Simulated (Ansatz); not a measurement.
# SnH₂ (triplet): the correlation ladder at distance Sn1–H2 = 5.791 Å, def2-SVP

Aim: climb from Hartree-Fock through coupled cluster and multireference methods for SnH₂ (triplet) at one geometry and basis, and see what each rung misses.

The runs use Ansatz 0.2.0, Gaussian basis; def2-SVP, core rule «outside noble gas», up to 9 orbitals frozen.

The runs, in order: UHF; CCSD(T) on ROHF; CCSD(T) on UHF; BCCD(T) on ROHF; CISD; CCSDT(Q) on ROHF; CCSDT(Q) on UHF; CASSCF and MRCISD+Q, 4 electrons in 4 orbitals; CASSCF and NEVPT2, 4 electrons in 4 orbitals; CASSCF and MRCISD+Q, 6 electrons in 6 orbitals; CASSCF and NEVPT2, 6 electrons in 6 orbitals; Full CI.

19 further runs of the same task are left out: 16 that didn't finish, 3 set aside as unsound or not needed.

## (1) The geometry

The geometry derives from a PBE0/def2-TZVP stationary point (not a proven minimum). One bond is set to the value named and the two fragments are kept rigid. No spin-orbit coupling is included. Elements past krypton take def2 core potentials.

3 atoms, charge 0, spin multiplicity 3.

Atoms are counted from 1 here; the program's logs count them from 0.

Bond lengths: Sn1–H3 1.715 Å.

## (2) UHF

Input file in.yaml:

```yaml
crystal:
  periodic: [false, false, false]
  atoms:
    - {symbol: Sn, position_ang: [0.000000, -0.031492, 0.029421]}
    - {symbol: H, position_ang: [0.000000, 2.878623, -4.977265]}
    - {symbol: H, position_ang: [0.000000, 0.830352, 1.512174]}
basis:
  gaussian: {orbitals: def2-SVP}
magnetization: {spin_polarized: true, initial_magnetization: 2}
hamiltonian: {xc: hf}
output: {orbitals: {seedname: orbitals}}
```

Started as:

```console
ansatz run in.yaml --threads 1 --pin off --events-out ev --progress --plain --max-ram 2393MiB
```

The runs that follow: CCSD(T) on ROHF; CCSD(T) on UHF; BCCD(T) on ROHF; CISD; CCSDT(Q) on ROHF; CCSDT(Q) on UHF; CASSCF and MRCISD+Q, 4 electrons in 4 orbitals; CASSCF and NEVPT2, 4 electrons in 4 orbitals; CASSCF and MRCISD+Q, 6 electrons in 6 orbitals; CASSCF and NEVPT2, 6 electrons in 6 orbitals; Full CI.

**Question.** What will the summary of the whole plan be? Wanted: FCI below the RHF energy; RMP2 from FCI; UMP2 from FCI; RCCSD from FCI; RCCSD(T) from FCI; UCCSD(T) from FCI; RCCSDT(Q) from FCI; UCCSDT(Q) from FCI; MRCISD+Q pair from FCI.

As calculated:

| quantity | value |
| --- | --- |
| FCI below the RHF energy | -2.1057 eV |
| RMP2 from FCI | +565.7 meV |
| UMP2 from FCI | +564.1 meV |
| RCCSD from FCI | +45.0 meV |
| RCCSD(T) from FCI | +11.0 meV |
| UCCSD(T) from FCI | +5.3 meV |
| RCCSDT(Q) from FCI | -0.3 meV |
| UCCSDT(Q) from FCI | -5.8 meV |
| MRCISD+Q pair from FCI | -39.1 meV |
| NEVPT2 valence from FCI | +377.6 meV |
| MRCISD+Q valence from FCI | -8.6 meV |
| levels within 1 kcal/mol (43 meV) | UCCSD, RCCSD(T), UCCSD(T), BCCD(T), RCCSDT, UCCSDT, RCCSDT(Q), UCCSDT(Q), MRCISD+Q pair, MRCISD valence, MRCISD+Q valence |
| T1 diagnostic | 0.017 |
| effectively unpaired electrons | 2.05 |

What this shows: RCCSD(T) lands +11.0 meV from the yardstick (0.5 % of the correlation energy). UCCSDT, UCCSDT(Q), MRCISD+Q pair, MRCISD+Q valence fall below full CI: unrestricted runs freeze a spin-polarised core, another one than full CI's, and coupled cluster isn't variational. One determinant dominates. Of the multireference levels listed MRCISD+Q valence comes nearest in total energy (-8.6 meV), which doesn't show that its space is the better one. These misses are within one basis, not against nature; the frozen cores of restricted and unrestricted runs differ, which can shift their rows.
